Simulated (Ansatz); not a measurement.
# C₂H₈OSi, SMILES COC[SiH3]: vertical spin-state energies

Computed with the Ansatz DFT code, driven from Python.

Notebook, run cell by cell (the value of a cell's last expression is shown):

```python
from dataclasses import dataclass

import ansatz
```

```python
@dataclass
class Options:
    basis: str = "def2-TZVP"
    functional: str = "cam_b3lyp"
```

```python
settings = Options()
```

```python
geometry_ang = [
    ("C", [-0.2524, 1.9839, 0.2985]),
    ("O", [0.1761, 0.7418, 0.6639]),
    ("C", [-0.1558, -0.2506, -0.3386]),
    ("Si", [0.5315, -1.9867, 0.0471]),
    ("H", [-1.3872, 2.0053, 0.1575]),
    ("H", [0.1693, 2.37, -0.6475]),
    ("H", [-0.0141, 2.7417, 1.0796]),
    ("H", [0.3675, 0.0734, -1.2814]),
    ("H", [-1.2061, -0.2641, -0.4217]),
    ("H", [0.0704, -2.9007, -1.041]),
    ("H", [-0.1792, -2.5194, 1.3159]),
    ("H", [1.957, -2.0499, 0.2015]),
]
molecule = ansatz.Crystal.molecule()
for symbol, xyz in geometry_ang:
    molecule = molecule.atom(symbol, xyz)
```

```python
calculation = (
    molecule.calculation()
    .basis(gaussian=settings.basis)
    .functional(settings.functional)
)
found = {}
for unpaired in [0, 2]:
    summary = calculation.spin("collinear", total=unpaired).run(threads=1, backend="cpu").report
    s = unpaired / 2
    found[unpaired] = summary["free_energy_ev"]
    print(f"2S+1 = {unpaired + 1}: E = {found[unpaired]:.5f} eV, <S^2> = {abs(summary['mean_field']['state']['spin_squared']):.3f} (pure state {s * (s + 1):.2f})")
lowest = min(found, key=found.get)
for unpaired, e in found.items():
    print(f"multiplicity {unpaired + 1}: {(e - found[lowest]):.3f} eV above the lowest")
```

    2S+1 = 1: E = -12128.25405 eV, <S^2> = 0.000 (pure state 0.00)
    2S+1 = 3: E = -12121.27417 eV, <S^2> = 2.006 (pure state 2.00)
    multiplicity 1: 0.000 eV above the lowest
    multiplicity 3: 6.980 eV above the lowest

In order: multiplicity 1 (+0.00 eV) and multiplicity 3 (+6.98 eV), all at the one geometry.

Total energies depend on the basis set; only differences at equal settings carry meaning. The geometry is a force-field or estimated start, not a minimum of this method, and the basis set is short of its limit. All parts are taken at fixed geometry, without zero-point energy. It ran for 13 s on 1 thread of AMD EPYC 9R45 (Zen 5), on a shared host, peak memory 0.58 GiB.
